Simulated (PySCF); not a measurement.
# One shape, several levels: TiHCl3O (SMILES Cl[Ti](Cl)(Cl)O)

Aim: a comparison of 5 runs (HF/STO-3G, HF/3-21G, HF/def2-SVP, BP86/pcseg-1, PBE0/def2-SVP) of TiHCl3O. The job is set up through a Python script.

The results are computed with PySCF 2.14.0.

## (1) Starting point

The species is TiHCl3O (6 atoms), meant as a singlet with charge 0. As SMILES, `Cl[Ti](Cl)(Cl)O`. The shape is that of a PBE0-D4/def2-TZVP optimisation.

Bond lengths: Cl1–Ti2 2.179 Å, Ti2–Cl3 2.179 Å, Ti2–Cl4 2.180 Å, Ti2–O5 1.745 Å, O5–H6 0.958 Å. Angles: Cl1–Ti2–Cl3 108.5°, Cl1–Ti2–Cl4 110.3°, Cl1–Ti2–O5 109.1°, Cl3–Ti2–Cl4 110.3°, Cl3–Ti2–O5 109.1°, Cl4–Ti2–O5 109.5°, Ti2–O5–H6 146.9°.

## (2) Energy and gradient at HF/STO-3G (run 1)

Input file input.py:

```python
import pyscf.grad
from pyscf import gto, scf

system = gto.Mole()
system.atom = '''
Cl    -1.629250    -0.831330     1.360800
Ti    -0.080580    -0.347470    -0.093680
Cl     1.757320    -1.362960     0.488070
Cl    -0.693400    -0.978720    -2.087950
O      0.191890     1.375840    -0.087440
H      0.454040     2.144630     0.420190
'''
system.verbose = 4
system.max_memory = 1860
system.basis = 'sto-3g'
system.spin = 0
system.build()

mf = scf.RHF(system)
mf.conv_tol = 1e-10
mf.kernel()
if not mf.converged:
    mf = mf.newton().run(mf.mo_coeff, mf.mo_occ)

energy = mf.e_tot
print(f'total energy: {energy:.8f} hartree')
grad = mf.Gradients().kernel()
dip = mf.dip_moment()
pop, q = mf.mulliken_pop()
```

On the command line:

```bash
$ OMP_NUM_THREADS=1 python input.py
```

Log:

```text
PySCF version 2.14.0

[... 58 lines left out ...]
converged SCF energy = -2278.39224138754
total energy: -2278.39224139 hartree
[... 12 lines left out ...]
Dipole moment(X, Y, Z, Debye):  0.77053,  3.57631,  0.74202
[... 19 lines left out ...]
pop of  1 Ti 3pz          1.97863
pop of  1 Ti 4px          0.35107
pop of  1 Ti 4py          0.29648
pop of  1 Ti 4pz          0.34397
pop of  1 Ti 3dxy         0.34916
pop of  1 Ti 3dyz         0.29704
pop of  1 Ti 3dz^2        0.29629
pop of  1 Ti 3dxz         0.29656
pop of  1 Ti 3dx2-y2      0.30292
pop of  2 Cl 1s           1.99996
pop of  2 Cl 2s           1.99857
pop of  2 Cl 3s           1.98995
pop of  2 Cl 2px          1.99355
pop of  2 Cl 2py          1.99667
pop of  2 Cl 2pz          1.99745
pop of  2 Cl 3px          1.67134
pop of  2 Cl 3py          1.81653
pop of  2 Cl 3pz          1.84972
pop of  3 Cl 1s           1.99996
pop of  3 Cl 2s           1.99857
pop of  3 Cl 3s           1.98992
pop of  3 Cl 2px          1.99739
pop of  3 Cl 2py          1.99751
pop of  3 Cl 2pz          1.99276
pop of  3 Cl 3px          1.84633
pop of  3 Cl 3py          1.85649
pop of  3 Cl 3pz          1.63421
pop of  4 O 1s            1.99692
pop of  4 O 2s            1.75163
pop of  4 O 2px           1.69065
pop of  4 O 2py           1.31030
pop of  4 O 2pz           1.62317
pop of  5 H 1s            0.73344
 ** Mulliken atomic charges  **
charge of    0Cl =     -0.31379
charge of    1Ti =      1.04678
charge of    2Cl =     -0.31373
charge of    3Cl =     -0.31315
charge of    4O =     -0.37268
charge of    5H =      0.26656
```

It took 9 s on 1 thread of Intel Xeon at 2.50GHz (Skylake/Cascade Lake), shared host; peak memory 0.12 GiB.

## (3) Energy and forces at HF/3-21G (run 2)

Input file mol.xyz:

```xyz
6
Cl3HOTi
Cl    -1.629250    -0.831330     1.360800
Ti    -0.080580    -0.347470    -0.093680
Cl     1.757320    -1.362960     0.488070
Cl    -0.693400    -0.978720    -2.087950
O      0.191890     1.375840    -0.087440
H      0.454040     2.144630     0.420190
```

Input file calc.py:

```python
# Cl[Ti](Cl)(Cl)O
import pyscf.grad
from pyscf import gto, scf

mol = gto.M(
    atom='mol.xyz',
    verbose=3,
    max_memory=1860,
    basis='3-21g',
    spin=0,
    charge=0,
)

calc0 = scf.RHF(mol)
calc0.conv_tol = 1e-10
calc0.kernel()
if not calc0.converged:
    calc0 = calc0.newton().run(calc0.mo_coeff, calc0.mo_occ)

energy = calc0.e_tot
print(f'total energy: {energy:.8f} hartree')
grad = calc0.Gradients().kernel()
dip = calc0.dip_moment()
pop, q = calc0.mulliken_pop()
```

On the command line:

```bash
$ OMP_NUM_THREADS=1 python calc.py
```

Log:

```text
converged SCF energy = -2291.43008336747
total energy: -2291.43008337 hartree
--------------- RHF gradients ---------------
         x                y                z
0 Cl     0.0099683831     0.0029637752    -0.0095586760
1 Ti    -0.0052808659    -0.0449473546     0.0063594323
2 Cl    -0.0119879638     0.0063921863    -0.0039004139
3 Cl     0.0037315210     0.0044298735     0.0118261458
4 O     0.0042711490     0.0400451016    -0.0072037793
5 H    -0.0007022234    -0.0088835820     0.0024772912
----------------------------------------------
Dipole moment(X, Y, Z, Debye):  0.91557,  3.81708,  1.12737
 ** Mulliken pop  **
pop of  0 Cl 1s           1.99859
pop of  0 Cl 2s           1.95886
pop of  0 Cl 3s           1.11837
pop of  0 Cl 4s           0.92019
pop of  0 Cl 2px          1.96767
pop of  0 Cl 2py          1.96943
pop of  0 Cl 2pz          1.96790
pop of  0 Cl 3px          0.99282
pop of  0 Cl 3py          1.03124
pop of  0 Cl 3pz          0.99806
pop of  0 Cl 4px          0.80487
pop of  0 Cl 4py          0.87730
pop of  0 Cl 4pz          0.81499
pop of  1 Ti 1s           1.99985
pop of  1 Ti 2s           1.99866
pop of  1 Ti 3s           2.00217
pop of  1 Ti 4s           0.24224
pop of  1 Ti 5s          -0.03988
pop of  1 Ti 2px          1.99907
pop of  1 Ti 2py          1.99840
pop of  1 Ti 2pz          1.99907
pop of  1 Ti 3px          1.99895
pop of  1 Ti 3py          1.99717
pop of  1 Ti 3pz          1.99871
pop of  1 Ti 4px          0.20941
pop of  1 Ti 4py          0.17457
pop of  1 Ti 4pz          0.20515
pop of  1 Ti 5px         -0.01461
pop of  1 Ti 5py         -0.00816
pop of  1 Ti 5pz         -0.01468
pop of  1 Ti 3dxy         0.10241
pop of  1 Ti 3dyz         0.07883
pop of  1 Ti 3dz^2        0.11095
pop of  1 Ti 3dxz         0.11470
pop of  1 Ti 3dx2-y2      0.10272
pop of  1 Ti 4dxy         0.24365
pop of  1 Ti 4dyz         0.19810
pop of  1 Ti 4dz^2        0.25323
pop of  1 Ti 4dxz         0.26526
pop of  1 Ti 4dx2-y2      0.22926
pop of  2 Cl 1s           1.99859
pop of  2 Cl 2s           1.95886
pop of  2 Cl 3s           1.11838
pop of  2 Cl 4s           0.92020
pop of  2 Cl 2px          1.96708
pop of  2 Cl 2py          1.96881
pop of  2 Cl 2pz          1.96911
pop of  2 Cl 3px          0.98297
pop of  2 Cl 3py          1.01777
pop of  2 Cl 3pz          1.02140
pop of  2 Cl 4px          0.77706
pop of  2 Cl 4py          0.85360
pop of  2 Cl 4pz          0.86651
pop of  3 Cl 1s           1.99859
pop of  3 Cl 2s           1.95890
pop of  3 Cl 3s           1.11887
pop of  3 Cl 4s           0.92039
pop of  3 Cl 2px          1.96903
pop of  3 Cl 2py          1.96943
pop of  3 Cl 2pz          1.96653
pop of  3 Cl 3px          1.01822
pop of  3 Cl 3py          1.03240
pop of  3 Cl 3pz          0.97065
pop of  3 Cl 4px          0.86543
pop of  3 Cl 4py          0.87397
pop of  3 Cl 4pz          0.75736
pop of  4 O 1s            1.98529
pop of  4 O 2s            0.41278
pop of  4 O 3s            1.45470
pop of  4 O 2px           0.74044
pop of  4 O 2py           0.64321
pop of  4 O 2pz           0.71846
pop of  4 O 3px           1.00915
pop of  4 O 3py           0.82809
pop of  4 O 3pz           0.98034
pop of  5 H 1s            0.39446
pop of  5 H 2s            0.12749
 ** Mulliken atomic charges  **
charge of    0Cl =     -0.42029
charge of    1Ti =      1.55479
charge of    2Cl =     -0.42034
charge of    3Cl =     -0.41976
charge of    4O =     -0.77245
charge of    5H =      0.47805
```

Run time: 9.9 s. Hardware: 1 thread of Intel Xeon at 2.50GHz (Skylake/Cascade Lake), shared host; peak memory 0.15 GiB.

## (4) Energy and gradient at HF/def2-SVP (run 3)

Edit mol.xyz of step 3 so:

```diff
@@ -1,3 +1,3 @@
 6
-Cl3HOTi
+
 Cl    -1.629250    -0.831330     1.360800
```

Input file run.py:

```python
import pyscf.grad
from pyscf import gto, scf

mol = gto.M(
    atom='mol.xyz',
    basis='def2-svp',
    max_memory=1860,
    spin=0,
    verbose=4,
)

hf = scf.RHF(mol)
hf.conv_tol = 1e-10
hf.kernel()
if not hf.converged:
    hf = hf.newton().run(hf.mo_coeff, hf.mo_occ)

e_final = hf.e_tot
print(f'total energy: {e_final:.8f} hartree')
grad = hf.Gradients().kernel()
hf.analyze()
```

On the command line:

```bash
$ OMP_NUM_THREADS=1 python run.py
```

Log:

```text
PySCF version 2.14.0

[... 67 lines left out ...]
total energy: -2301.97498206 hartree
[... 24 lines left out ...]
MO #4   energy= -104.799540566447  occ= 2
[... 9 lines left out ...]
MO #14  energy= -8.04091172416103  occ= 2
[... 9 lines left out ...]
MO #24  energy= -2.03468476170161  occ= 2
[... 9 lines left out ...]
MO #34  energy= -0.531290008963708 occ= 2
[... 9 lines left out ...]
MO #44  energy= 0.0359603975961598 occ= 0
[... 9 lines left out ...]
MO #54  energy= 0.683085414675434  occ= 0
[... 9 lines left out ...]
MO #64  energy= 0.983052737194993  occ= 0
[... 9 lines left out ...]
MO #74  energy= 1.11699544697029   occ= 0
[... 9 lines left out ...]
MO #84  energy= 1.34404776713847   occ= 0
[... 9 lines left out ...]
MO #94  energy= 1.87555052292675   occ= 0
[... 9 lines left out ...]
MO #104 energy= 4.12264457395327   occ= 0
[... 74 lines left out ...]
pop of  3 Cl 2py          2.00000
pop of  3 Cl 2pz          1.99999
pop of  3 Cl 3px          1.86741
pop of  3 Cl 3py          1.88249
pop of  3 Cl 3pz          1.73325
pop of  3 Cl 4px          0.00063
pop of  3 Cl 4py          0.00046
pop of  3 Cl 4pz          0.00113
pop of  3 Cl 3dxy         0.00050
pop of  3 Cl 3dyz         0.00302
pop of  3 Cl 3dz^2        0.00466
pop of  3 Cl 3dxz         0.00314
pop of  3 Cl 3dx2-y2      0.00047
pop of  4 O 1s            1.99998
pop of  4 O 2s            1.64303
pop of  4 O 3s            0.00461
pop of  4 O 2px           1.79579
pop of  4 O 2py           1.50645
pop of  4 O 2pz           1.74809
pop of  4 O 3px           0.00430
pop of  4 O 3py           0.00472
pop of  4 O 3pz           0.00393
pop of  4 O 3dxy          0.00058
pop of  4 O 3dyz          0.00193
pop of  4 O 3dz^2         0.00029
pop of  4 O 3dxz          0.00045
pop of  4 O 3dx2-y2       0.00080
pop of  5 H 1s            0.61256
pop of  5 H 2s            0.01575
pop of  5 H 2px           0.00115
pop of  5 H 2py           0.00183
pop of  5 H 2pz           0.00143
 ** Mulliken atomic charges  **
charge of    0Cl =     -0.40887
charge of    1Ti =      1.57201
charge of    2Cl =     -0.40880
charge of    3Cl =     -0.40668
charge of    4O =     -0.71494
charge of    5H =      0.36728
Dipole moment(X, Y, Z, Debye):  0.66137,  2.50156,  0.95599
```

It took 37 s on 1 thread of Intel Xeon at 2.50GHz (Skylake/Cascade Lake), shared host; peak memory 0.23 GiB.

Run 4 isn't shown in full; the table further down has it.

## (5) Energy and gradient at PBE0/def2-SVP (run 5)

Input file calc.py:

```python
import pyscf.grad
from pyscf import gto, dft

mol = gto.M(
    atom='''
Cl      -1.629250      -0.831330       1.360800
Ti      -0.080580      -0.347470      -0.093680
Cl       1.757320      -1.362960       0.488070
Cl      -0.693400      -0.978720      -2.087950
O        0.191890       1.375840      -0.087440
H        0.454040       2.144630       0.420190
''',
    basis='def2-svp',
    max_memory=1860,
    verbose=4,
    spin=0,
)

mf = dft.RKS(mol, xc='pbe0')
mf.grids.level = 5
mf.conv_tol = 1e-10
mf.kernel()
if not mf.converged:
    mf = mf.newton().run(mf.mo_coeff, mf.mo_occ)

e_final = mf.e_tot
print('Final energy', e_final)
grad = mf.Gradients().kernel()
dip = mf.dip_moment()
pop, q = mf.mulliken_pop()
```

On the command line:

```bash
$ OMP_NUM_THREADS=1 python calc.py
```

Log:

```text
PySCF version 2.14.0

[... 79 lines left out ...]
converged SCF energy = -2304.81690579508
Final energy -2304.8169057950813
[... 13 lines left out ...]
Dipole moment(X, Y, Z, Debye):  0.64941,  2.51246,  0.90594
[... 72 lines left out ...]
pop of  3 Cl 2px          1.97736
pop of  3 Cl 2py          1.97763
pop of  3 Cl 2pz          1.97637
pop of  3 Cl 3px          0.71673
pop of  3 Cl 3py          0.72723
pop of  3 Cl 3pz          0.69172
pop of  3 Cl 4px          1.09149
pop of  3 Cl 4py          1.10716
pop of  3 Cl 4pz          0.97014
pop of  3 Cl 3dxy         0.00062
pop of  3 Cl 3dyz         0.00333
pop of  3 Cl 3dz^2        0.00485
pop of  3 Cl 3dxz         0.00343
pop of  3 Cl 3dx2-y2      0.00059
pop of  4 O 1s            1.98891
pop of  4 O 2s            1.06623
pop of  4 O 3s            0.68120
pop of  4 O 2px           0.99462
pop of  4 O 2py           0.89763
pop of  4 O 2pz           0.97257
pop of  4 O 3px           0.69148
pop of  4 O 3py           0.47709
pop of  4 O 3pz           0.64156
pop of  4 O 3dxy          0.00079
pop of  4 O 3dyz          0.00204
pop of  4 O 3dz^2         0.00051
pop of  4 O 3dxz          0.00045
pop of  4 O 3dx2-y2       0.00115
pop of  5 H 1s            0.65643
pop of  5 H 2s            0.04654
pop of  5 H 2px           0.01795
pop of  5 H 2py           0.02999
pop of  5 H 2pz           0.02231
 ** Mulliken atomic charges  **
charge of    0Cl =     -0.18820
charge of    1Ti =      0.75206
charge of    2Cl =     -0.18814
charge of    3Cl =     -0.18628
charge of    4O =     -0.41621
charge of    5H =      0.22677
```

Run time: 1.7 min. Hardware: 1 thread of Intel Xeon at 2.50GHz (Skylake/Cascade Lake), shared host; peak memory 1 GiB.

## (6) All runs side by side

| run | level | integration grid | energy (Eh) | dipole moment (D) | HOMO energy (eV) | LUMO energy (eV) | wall time |
| --- | --- | --- | --- | --- | --- | --- | --- |
| 1 | HF/STO-3G | – | -2278.392241 | 3.73 | -10.84 | 5.48 | 9 s |
| 2 | HF/3-21G | – | -2291.430083 | 4.08 | -12.88 | -0.32 | 9.9 s |
| 3 | HF/def2-SVP | – | -2301.974982 | 2.76 | -12.41 | 0.43 | 37 s |
| 4 | BP86/pcseg-1 | 5 | -2306.264680 | 2.71 | -8.14 | -4.47 | 2.4 min |
| 5 | PBE0/def2-SVP | 5 | -2304.816906 | 2.75 | -9.10 | -3.25 | 1.7 min |

## (7) Results

| quantity | value |
| --- | --- |
| run 5: total energy | -2304.81691 Eh |
| run 5: dipole moment | 2.75 D |
| run 5: HOMO energy | -9.10 eV |
| run 5: LUMO energy | -3.25 eV |
| run 5: HOMO–LUMO gap | 5.86 eV |
| run 5: largest force on an atom | 0.788 eV/Å |

The dipole moment (its size) runs from 2.71 D (BP86/pcseg-1) to 4.08 D (HF/3-21G). The two ends differ in method and basis. The HOMO–LUMO gap runs from 3.67 eV (BP86/pcseg-1) to 16.31 eV (HF/STO-3G). Totals of different functionals can't be ranked against each other. In run 1 the basis is minimal, so the values are rough. All runs together took 5 min, the longest 2.4 min.
